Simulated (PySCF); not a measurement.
# C₂H₈N₂OSi₂: circular dichroism and optical rotation

Aim: compute the circular dichroism and optical rotation of C₂H₈N₂OSi₂ (`N[Si@@H]1C[Si@H](C=O)N1`).

Programs: PySCF 2.14.0, with routines of our own; each step states its level. All values are computed. Atoms count from 0.

## 1. The system as given

15 atoms, charge 0, multiplicity 1; geometry from: GFN2-xTB.

## 2. Circular dichroism and optical rotation: TDDFT B3LYP/def2-SVPD

What the job is given:

```
{"job": {"kind": "ecd", "xc": "B3LYP", "basis": "def2-SVPD", "nstates": 16}, "charge": 0, "multiplicity": 1}
N     -2.280365    -0.079104     0.777735
Si    -1.360144    -0.474636    -0.617921
C      0.268741    -1.380069    -0.179446
Si     1.246955     0.071775    -0.942101
C      2.216675     1.116295     0.339556
O      1.721407     1.980927     1.018666
N     -0.302536     0.726839    -1.345361
H     -3.184832     0.348541     0.670614
H     -1.799078     0.324383     1.566238
H     -2.279925    -1.044740    -1.594135
H      0.413221    -2.322554    -0.695455
H      0.426884    -1.564917     0.877952
H      2.136286    -0.185262    -2.078297
H      3.299791     0.891006     0.467274
H     -0.527495     1.599505    -1.792886
```

Method: TDDFT B3LYP/def2-SVPD circular dichroism and optical rotation, one conformer, gas phase.

The run is started by

```console
$ OMP_NUM_THREADS=1 python excited_run.py task.json out
```

The driver reads the jobs from task.json and runs them one after another.

The log of the run:

```text
coarse grid: 13592 points
cycle   1  E = -844.1487500725  dE =  8.655e-01  |g| = 1.005e+00  |ddm| = 5.798e+00
cycle   2  E = -843.4093324826  dE =  7.394e-01  |g| = 2.096e+00  |ddm| = 3.925e+00
cycle   3  E = -844.3495364048  dE = -9.402e-01  |g| = 2.997e-01  |ddm| = 2.627e+00
cycle   4  E = -844.3670270293  dE = -1.749e-02  |g| = 1.122e-01  |ddm| = 4.558e-01
cycle   5  E = -844.3695500122  dE = -2.523e-03  |g| = 2.518e-02  |ddm| = 1.648e-01
cycle   6  E = -844.3697024624  dE = -1.525e-04  |g| = 9.432e-03  |ddm| = 4.243e-02
cycle   7  E = -844.3697217614  dE = -1.930e-05  |g| = 2.535e-03  |ddm| = 1.355e-02
cycle   8  E = -844.3697231607  dE = -1.399e-06  |g| = 6.801e-04  |ddm| = 3.719e-03
final grid: 122440 points
cycle   9  E = -844.4849212480  dE = -2.681e-05  |g| = 5.882e-03  |ddm| = 9.446e-02
cycle  10  E = -844.4849064972  dE =  1.475e-05  |g| = 1.016e-02  |ddm| = 1.925e-02
cycle  11  E = -844.4849288190  dE = -2.232e-05  |g| = 1.599e-03  |ddm| = 1.132e-02
cycle  12  E = -844.4849293233  dE = -5.044e-07  |g| = 2.237e-04  |ddm| = 1.553e-03
cycle  13  E = -844.4849293322  dE = -8.842e-09  |g| = 1.188e-04  |ddm| = 4.269e-04
cycle  14  E = -844.4849293354  dE = -3.179e-09  |g| = 3.150e-05  |ddm| = 1.643e-04
cycle  15  E = -844.4849293356  dE = -2.447e-10  |g| = 1.064e-05  |ddm| = 6.525e-05
converged SCF energy = -844.4849293356

Singlet excitations and rotatory strengths (1e-40 esu^2 cm^2)
state   eV       nm     f(len)   f(vel)    R(len)    R(vel)   main configurations
  1   3.0080   412.2  0.00126  0.00145     8.113     7.005   H->L 0.92
  2   4.3922   282.3  0.00329  0.00333   -13.153   -13.120   H-1->L 0.87
  3   5.1402   241.2  0.03229  0.03350     2.600     2.655   H-2->L 0.92
  4   5.5704   222.6  0.05823  0.06114    18.048    19.143   H-3->L 0.72, H->L+1 0.20
  5   5.6198   220.6  0.00812  0.00683     9.314     8.711   H->L+1 0.71, H-3->L 0.23
  6   6.1850   200.5  0.00844  0.00879     2.879     3.203   H->L+2 0.81
  7   6.2896   197.1  0.07422  0.07598   -41.337   -42.697   H->L+3 0.65, H-1->L+1 0.24
  8   6.3863   194.1  0.01658  0.01675    -0.856    -2.796   H-1->L+1 0.62, H->L+3 0.19, H->L+2 0.10
  9   6.4362   192.6  0.01034  0.01107     3.166     2.363   H-4->L 0.95
 10   6.6199   187.3  0.04357  0.04647     3.428     3.089   H->L+4 0.84
 11   6.7421   183.9  0.03780  0.04152    15.038    16.337   H-1->L+2 0.58, H-2->L+1 0.30
 12   6.9350   178.8  0.01058  0.01074    17.147    17.827   H->L+5 0.82
 13   6.9792   177.6  0.00079  0.00085    -2.060    -1.751   H-5->L 0.58, H-2->L+1 0.18, H-1->L+2 0.11
 14   7.0293   176.4  0.03713  0.04028    19.302    20.873   H-2->L+1 0.36, H-5->L 0.31, H-1->L+2 0.18
 15   7.0998   174.6  0.01470  0.01464    -0.083     0.379   H-1->L+3 0.76
 16   7.1739   172.8  0.01151  0.01212    -1.571    -1.467   H->L+6 0.81

Specific rotation (deg / (dm g/mL))
    nm     length   length(OI)   velocity    alpha(len)  alpha(vel)
  633.0     317.68     317.24     265.99       95.139     95.731
  589.3     422.37     421.74     354.43       95.646     96.250
  546.0     601.25     600.27     506.09       96.297     96.918
```

Run time: 74 s. Hardware: 1 thread of Arm Neoverse V2, shared host; peak memory 0.96 GiB.

Warnings kept with the result: wavelengths within 0.3 eV of the first excitation or beyond it are left out.

The fields below are evaluated on a grid from the run's orbitals.

Frontier orbitals at B3LYP/def2-SVPD, with the share of their density that lies nearest to each atom:

```csv
orbital,energy (eV),lies on
HOMO,-6.53,O5 40 %; C4 13 %; H13 13 %
LUMO,-1.94,C4 38 %; O5 28 %; H13 10 %
```

ELF in a plane through or near 5 of the atoms.

Values, 10 rows by 14 columns:
```
0.00 0.00 0.00 0.00 0.00 0.00 0.00 0.00 0.00 0.00 0.00 0.00 0.00 0.00
0.00 0.00 0.00 0.02 0.22 0.17 0.01 0.00 0.00 0.00 0.00 0.00 0.00 0.00
0.00 0.00 0.00 0.41 0.88 0.84 0.37 0.00 0.03 0.05 0.02 0.00 0.00 0.00
0.00 0.00 0.03 0.10 0.80 0.82 0.34 0.00 0.31 0.56 0.85 0.79 0.00 0.00
0.00 0.01 0.88 0.95 0.23 0.81 0.08 0.13 0.40 0.83 0.84 0.61 0.00 0.00
0.00 0.00 0.08 0.07 0.47 0.25 0.10 0.26 0.71 0.09 0.11 0.01 0.00 0.00
0.00 0.00 0.00 0.07 0.78 0.19 0.42 0.44 0.15 0.84 0.92 0.09 0.00 0.00
0.00 0.00 0.00 0.38 0.95 0.53 0.08 0.07 0.07 0.78 0.94 0.08 0.00 0.00
0.00 0.00 0.00 0.00 0.05 0.02 0.00 0.00 0.00 0.01 0.01 0.00 0.00 0.00
0.00 0.00 0.00 0.00 0.00 0.00 0.00 0.00 0.00 0.00 0.00 0.00 0.00 0.00
```
The map spans 11.9 Å across and 9.4 Å up, centred on the molecule. Atoms in the plane (x, y in Å): Si1 (1.4, -0.4), Si3 (-1.3, -0.6), C4 (-2.4, 0.9), O5 (-2.0, 2.1), H7 (3.1, 1.2).

log10 of the density (e/Å³) in the same plane.

Ten even steps from '0' (-4.0) to '9' (1.4):
```
0000000000000000000000000000
0000001111110000000000000000
0000012344332100000000000000
0000123455543211122211000000
0000134577754322233332210000
0001235689875323455554321000
0012345688865334566666532000
0023456798754444577887542100
0123466788765555678876532100
0023456677766556677765431000
0012344566897666997654321000
0001234456897667996654321000
0001223566676666666654321000
0000123456655555556654320000
0000123455544444445543210000
0000012333333333333332100000
0000001222222222222221000000
0000000111111111111100000000
0000000000000000000000000000
0000000000000000000000000000
```
The map spans 11.9 Å across and 9.4 Å up, centred on the molecule. Atoms in the plane (x, y in Å): Si1 (1.4, -0.4), Si3 (-1.3, -0.6), C4 (-2.4, 0.9), O5 (-2.0, 2.1), H7 (3.1, 1.2).

On the surface of density 0.002 e/bohr³ the electrostatic potential runs, from the 1st to the 99th percentile, from -1.50 V near O5 to 1.53 V near H7.

## 3. Results

| quantity | value |
| --- | --- |
| state of largest rotatory strength (velocity form) among 16 (step 2, TDDFT B3LYP/def2-SVPD) | 6.29 eV, R = -42.7 (velocity), -41.3 (length) ·10⁻⁴⁰ esu² cm² |
| specific rotation at 633.0 nm (step 2, TDDFT B3LYP/def2-SVPD) | 266.0 (velocity), 317.7 (length) |
| potential on the surface of density 0.002 e/bohr³, 1st and 99th percentile | -1.50 V and 1.53 V |

Rotations belong to one conformer. The length form depends on the origin in a finite basis. By nearest atom (B3LYP/def2-SVPD), the HOMO sits on O5 40 %; C4 13 % and the LUMO on C4 38 %; O5 28 %.
